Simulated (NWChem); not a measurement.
# One shape, several levels: GaH3SO (SMILES [OH][GaH][SH])

Aim: a comparison of 3 runs (HF/def2-SVP, PBE0/def2-SVP, BLYP/6-311G**) of GaH3SO. 

The results are computed with NWChem 7.3.0.

### 1 The system as given

The species is GaH3SO (6 atoms), meant as a singlet with charge 0. As SMILES, `[OH][GaH][SH]`. The shape is that of a PBE0-D4/def2-TZVP optimisation. This is one conformer, not always the lowest.

Bond lengths: O1–Ga2 1.786 Å, Ga2–S3 2.188 Å, O1–H4 0.959 Å, Ga2–H5 1.554 Å, S3–H6 1.345 Å. Angles: O1–Ga2–S3 112.6°, O1–Ga2–H5 123.1°, S3–Ga2–H5 124.3°, Ga2–O1–H4 114.2°, Ga2–S3–H6 92.3°.

### 2 Energy and forces at HF/def2-SVP (run 1)

run.py

```python
from ase import Atoms
from ase.calculators.nwchem import NWChem

mol = Atoms(['O', 'Ga', 'S', 'H', 'H', 'H'], positions=[
    [-1.257700, -0.599900, -0.167400],
    [0.267300, 0.283500, -0.455000],
    [1.536500, 0.374900, 1.325000],
    [-1.832000, -0.651900, -0.934000],
    [0.636800, 0.913100, -1.827400],
    [0.649100, -0.319600, 2.058800],
])

calc = NWChem(
    label='run',
    theory='scf',
    memory='2200 mb',
    basis='def2-SVP',
    basispar='spherical bse',
    scf={'nopen': '0', 'rhf': None, 'thresh': '1e-08', 'maxiter': '80'},
)
mol.calc = calc

forces = mol.get_forces()
print(f"energy = {mol.get_potential_energy():.6f} eV")
print("forces (eV/A):")
for s, f in zip(mol.symbols, forces):
    print(f"{s:2s} {f[0]:10.5f} {f[1]:10.5f} {f[2]:10.5f}")
print("dipole (e A):", mol.get_dipole_moment().round(4))
```

The run is started by

```sh
$ export ASE_NWCHEM_COMMAND="nwchem PREFIX.nwi > PREFIX.nwo"
$ python run.py
```

The log of the run:

```text
energy = -65226.191626 eV
forces (eV/A):
O    -0.26976    0.17555   -0.98175
Ga   -0.24672   -0.11981   -0.02581
S    -0.03260   -0.12022    0.32324
H     0.35137   -0.06942    0.78259
H    -0.00895    0.01954   -0.07590
H     0.20672    0.11436   -0.02242
dipole (e A): [-0.1871  0.0301 -0.3974]
```

The calculator wrote run.nwi:

```
title "run"

permanent_dir run

scratch_dir run

start run

geometry units angstrom nocenter noautosym noautoz
  O  -1.2577000000000000e+00 -5.9989999999999999e-01 -1.6739999999999999e-01
  Ga 2.6729999999999998e-01 2.8349999999999997e-01 -4.5500000000000002e-01
  S  1.5365000000000000e+00 3.7490000000000001e-01 1.3250000000000000e+00
  H  -1.8320000000000001e+00 -6.5190000000000003e-01 -9.3400000000000005e-01
  H  6.3680000000000003e-01 9.1310000000000002e-01 -1.8273999999999999e+00
  H  6.4910000000000001e-01 -3.1960000000000000e-01 2.0588000000000002e+00
end

memory 2200 mb

basis spherical bse noprint
   * library def2-SVP
end

scf
  nopen 0
  rhf
  thresh 1e-08
  maxiter 80
end

task scf gradient
```

run.nwo:

```text
Northwest Computational Chemistry Package (NWChem) 7.3.0
             --------------------------------------------------------

           Job information
           ---------------

    nwchem branch   = 7.3.0
    use scalapack   = T
    input           = run.nwi
    prefix          = run.
    data base       = run/run.db
    status          = startup
    nproc           =        1

           Memory information
           ------------------

    heap     =     72089596 doubles =      550.0 Mbytes
    stack    =     72089601 doubles =      550.0 Mbytes
    global   =    144179200 doubles =     1100.0 Mbytes (distinct from heap & stack)
    total    =    288358397 doubles =     2200.0 Mbytes
    verify   = yes
    hardfail = no

           Directory information
           ---------------------

  0 permanent = run
  0 scratch   = run

                                NWChem Input Module
                                -------------------

                                        run
                                        ---

[... 119 lines left out ...]
 Convergence threshold     :          1.000E-08
[... 13 lines left out ...]
       Final RHF  results
[... 3 lines left out ...]
      One-electron energy =  -3851.281419432565
[... 1 line left out ...]
 Nuclear repulsion energy =    256.302641392305
[... 47 lines left out ...]
                       ROHF Final Molecular Orbital Analysis
[... 243 lines left out ...]
                              NWChem Gradients Module
                              -----------------------

                                        run

  wavefunction    =   RHF

                         RHF ENERGY GRADIENTS

    atom               coordinates                        gradient
                 x          y          z           x          y          z
   1 O      -2.376708  -1.133647  -0.316340    0.005246  -0.003414   0.019092
   2 Ga      0.505124   0.535737  -0.859825    0.004798   0.002330   0.000502
   3 S       2.903564   0.708458   2.503887    0.000634   0.002338  -0.006286
   4 H      -3.461978  -1.231912  -1.765004   -0.006833   0.001350  -0.015219
   5 H       1.203378   1.725509  -3.453285    0.000174  -0.000380   0.001476
   6 H       1.226621  -0.603956   3.890568   -0.004020  -0.002224   0.000436

                 ----------------------------------------
                 |  Time  |  1-e(secs)   |  2-e(secs)   |
                 ----------------------------------------
                 |  CPU   |       0.00   |       2.62   |
                 ----------------------------------------
                 |  WALL  |       0.00   |       2.62   |
                 ----------------------------------------

 Task  times  cpu:       10.2s     wall:       10.2s
 Total times  cpu:       10.2s     wall:       10.2s
```

It took 11 s on 1 thread of AMD EPYC 9R45 (Zen 5), shared host; peak memory 0.1 GiB.

### 3 Energy and forces at PBE0/def2-SVP (run 2)

run.nw

```
start run
title "GaH3OS gradient"
memory 2200 mb
geometry units angstrom noautosym nocenter noautoz
 O    -1.257700   -0.599900   -0.167400
 Ga    0.267300    0.283500   -0.455000
 S     1.536500    0.374900    1.325000
 H    -1.832000   -0.651900   -0.934000
 H     0.636800    0.913100   -1.827400
 H     0.649100   -0.319600    2.058800
end
basis spherical bse
 * library def2-SVP
end
dft
 xc pbe0
 grid xfine
 convergence energy 1e-08
 iterations 100
 mulliken
end
task dft gradient
```

The run is started by

```sh
$ nwchem run.nw > run.out
```

The log of the run:

```text
[...]
          Wavefunction type:  closed shell.
          No. of atoms     :     6
          No. of electrons :    58
[...]
          Charge           :     0
          Spin multiplicity:     1
[...]
          AO basis - number of functions:    79
[...]
              XC Information
              --------------
                         PBE0 Method XC Functional
                     Hartree-Fock (Exact) Exchange  0.250
          PerdewBurkeErnzerhof Exchange Functional  0.750
            Perdew 1991 LDA Correlation Functional  1.000 local
           PerdewBurkeErnz. Correlation Functional  1.000 non-local
[...]
 d= 0,ls=0.0,diis     1  -2399.1411373066 -2.66D+03  1.83D-02  6.92D-01     1.3
[...]
 d= 0,ls=0.0,diis    10  -2399.2282891462 -7.52D-10  3.46D-07  6.22D-10    10.4
         Total DFT energy =    -2399.228289146210
      One electron energy =    -3850.515642966748
           Coulomb energy =     1305.020497050862
    Exchange-Corr. energy =     -110.035784622629
 Nuclear repulsion energy =      256.302641392305
[...]
      Total Density - Mulliken Population Analysis
     ---------------------------------------------
    Atom       Charge   Shell Charges
 -----------   ------   -------------------------------------------------------
    1 O    8     8.45   1.99  1.07  0.68  2.84  1.86  0.01
    2 Ga  31    30.51   2.00  2.00  1.99  1.00  0.07  6.00  5.98  0.92  0.38  8.05  1.83  0.30
    3 S   16    16.24   2.00  1.98  1.24  0.61  5.93  1.81  2.63  0.04
    4 H    1     0.81   0.68  0.06  0.07
    5 H    1     1.09   0.69  0.40  0.01
    6 H    1     0.89   0.70  0.15  0.03
[...]
  wavefunction    = closed shell
                         DFT ENERGY GRADIENTS
    atom               coordinates                        gradient
                 x          y          z           x          y          z
   1 O      -2.376708  -1.133647  -0.316340   -0.002651  -0.000568  -0.002560
   2 Ga      0.505124   0.535737  -0.859825    0.001233   0.000448   0.000583
   3 S       2.903564   0.708458   2.503887   -0.003282  -0.002050   0.001105
   4 H      -3.461978  -1.231912  -1.765004    0.002505   0.000477   0.002605
   5 H       1.203378   1.725509  -3.453285   -0.000374  -0.000402   0.000653
   6 H       1.226621  -0.603956   3.890568    0.002569   0.002094  -0.002385
[...]
```

Run time: 14 s. Hardware: 1 thread of AMD EPYC 9R45 (Zen 5), shared host; peak memory 0.14 GiB.

### 4 Energy and forces at BLYP/6-311G(d,p) (run 3)

run.py: that of step 2 with these lines changed.

```diff
@@ -13,8 +13,8 @@
 calc = NWChem(
-    label='run',
-    theory='scf',
+    label='a',
+    theory='dft',
     memory='2200 mb',
-    basis='def2-SVP',
+    basis='6-311G**',
     basispar='spherical bse',
-    scf={'nopen': '0', 'rhf': None, 'thresh': '1e-08', 'maxiter': '80'},
+    dft={'xc': 'becke88 lyp', 'mult': '1', 'grid': 'fine', 'convergence': 'energy 1e-08', 'iterations': '100', 'mulliken': None},
 )
```

The run is started by

```sh
$ export ASE_NWCHEM_COMMAND="nwchem PREFIX.nwi > PREFIX.nwo"
$ python run.py
```

The log of the run:

```text
energy = -65312.344947 eV
forces (eV/A):
O    -0.28544   -0.35857    0.65867
Ga    0.27984    0.32494   -0.56220
S     0.57624    0.21932    0.24904
H    -0.38901   -0.03810   -0.51268
H     0.05672    0.06001   -0.09585
H    -0.23839   -0.20754    0.26302
dipole (e A): [-0.2244 -0.0106 -0.3303]
```

The calculator wrote a.nwi:

```
title "a"

permanent_dir a

scratch_dir a

start a

geometry units angstrom nocenter noautosym noautoz
  O  -1.2577000000000000e+00 -5.9989999999999999e-01 -1.6739999999999999e-01
  Ga 2.6729999999999998e-01 2.8349999999999997e-01 -4.5500000000000002e-01
  S  1.5365000000000000e+00 3.7490000000000001e-01 1.3250000000000000e+00
  H  -1.8320000000000001e+00 -6.5190000000000003e-01 -9.3400000000000005e-01
  H  6.3680000000000003e-01 9.1310000000000002e-01 -1.8273999999999999e+00
  H  6.4910000000000001e-01 -3.1960000000000000e-01 2.0588000000000002e+00
end

memory 2200 mb

basis spherical bse noprint
   * library 6-311G**
end

dft
  xc becke88 lyp
  mult 1
  grid fine
  convergence energy 1e-08
  iterations 100
  mulliken
end

task dft gradient
```

a.nwo:

```text
Northwest Computational Chemistry Package (NWChem) 7.3.0
             --------------------------------------------------------

           Job information
           ---------------

    nwchem branch   = 7.3.0
    use scalapack   = T
    input           = a.nwi
    prefix          = a.
    data base       = a/a.db
    status          = startup
    nproc           =        1

           Memory information
           ------------------

    heap     =     72089596 doubles =      550.0 Mbytes
    stack    =     72089601 doubles =      550.0 Mbytes
    global   =    144179200 doubles =     1100.0 Mbytes (distinct from heap & stack)
    total    =    288358397 doubles =     2200.0 Mbytes
    verify   = yes
    hardfail = no

           Directory information
           ---------------------

  0 permanent = a
  0 scratch   = a

                                NWChem Input Module
                                -------------------

                                         a
                                         -

[... 90 lines left out ...]
  convergence criterion.
[... 17 lines left out ...]
          Convergence on gradient requested:  5.00D-04
[... 23 lines left out ...]
          Convergence aids based upon iterative change in
[... 28 lines left out ...]
 1-e energy   =   -3849.616667
[... 44 lines left out ...]
         Total DFT energy =    -2400.184426059301
[... 2 lines left out ...]
    Exchange-Corr. energy =     -110.541051782369
[... 826 lines left out ...]
          Convergence on energy requested:  1.00D-08
[... 21 lines left out ...]
          Spatial weights used:  Erf1
[... 4 lines left out ...]
          total energy or number of iterations.
[... 18 lines left out ...]
                            NWChem DFT Gradient Module
                            --------------------------

                                         a

  charge          =   0.00
  wavefunction    = closed shell

                         DFT ENERGY GRADIENTS

    atom               coordinates                        gradient
                 x          y          z           x          y          z
   1 O      -2.376708  -1.133647  -0.316340    0.005551   0.006973  -0.012809
   2 Ga      0.505124   0.535737  -0.859825   -0.005442  -0.006319   0.010933
   3 S       2.903564   0.708458   2.503887   -0.011206  -0.004265  -0.004843
   4 H      -3.461978  -1.231912  -1.765004    0.007565   0.000741   0.009970
   5 H       1.203378   1.725509  -3.453285   -0.001103  -0.001167   0.001864
   6 H       1.226621  -0.603956   3.890568    0.004636   0.004036  -0.005115

                 ----------------------------------------
                 |  Time  |  1-e(secs)   |  2-e(secs)   |
                 ----------------------------------------
                 |  CPU   |       0.00   |       4.82   |
                 ----------------------------------------
                 |  WALL  |       0.00   |       4.82   |
                 ----------------------------------------

 Task  times  cpu:       16.9s     wall:       16.9s
 Total times  cpu:       17.0s     wall:       17.0s
```

Wall time 18 s (1 thread of AMD EPYC 9R45 (Zen 5), shared host); peak memory 0.13 GiB.

### 5 All runs side by side

| run | level | iteration cap | module | energy (Eh) | dipole moment (D) | HOMO energy (eV) | LUMO energy (eV) | wall time |
| --- | --- | --- | --- | --- | --- | --- | --- | --- |
| 1 | HF/def2-SVP | 80 | scf | -2397.018350 | 2.11 | -10.33 | 2.10 | 11 s |
| 2 | PBE0/def2-SVP | 100 | dft | -2399.228289 | 1.85 | -7.50 | -0.68 | 14 s |
| 3 | BLYP/6-311G** | 100 | dft | -2400.184426 | 1.92 | -6.27 | -1.55 | 18 s |

### 6 Summary of results

| quantity | value |
| --- | --- |
| run 3: total energy | -2400.18443 Eh |
| run 3: dipole moment | 1.92 D |
| run 3: HOMO energy | -6.27 eV |
| run 3: LUMO energy | -1.55 eV |
| run 3: HOMO–LUMO gap | 4.72 eV |
| run 3: largest force on an atom | 0.802 eV/Å |

What this shows: The dipole moment (its size) runs from 1.85 D (PBE0/def2-SVP) to 2.11 D (HF/def2-SVP). The HOMO–LUMO gap runs from 4.72 eV (BLYP/6-311G**) to 12.42 eV (HF/def2-SVP). The two ends differ in method and basis. Totals of different functionals can't be ranked against each other. All runs together took 43 s, the longest 18 s.
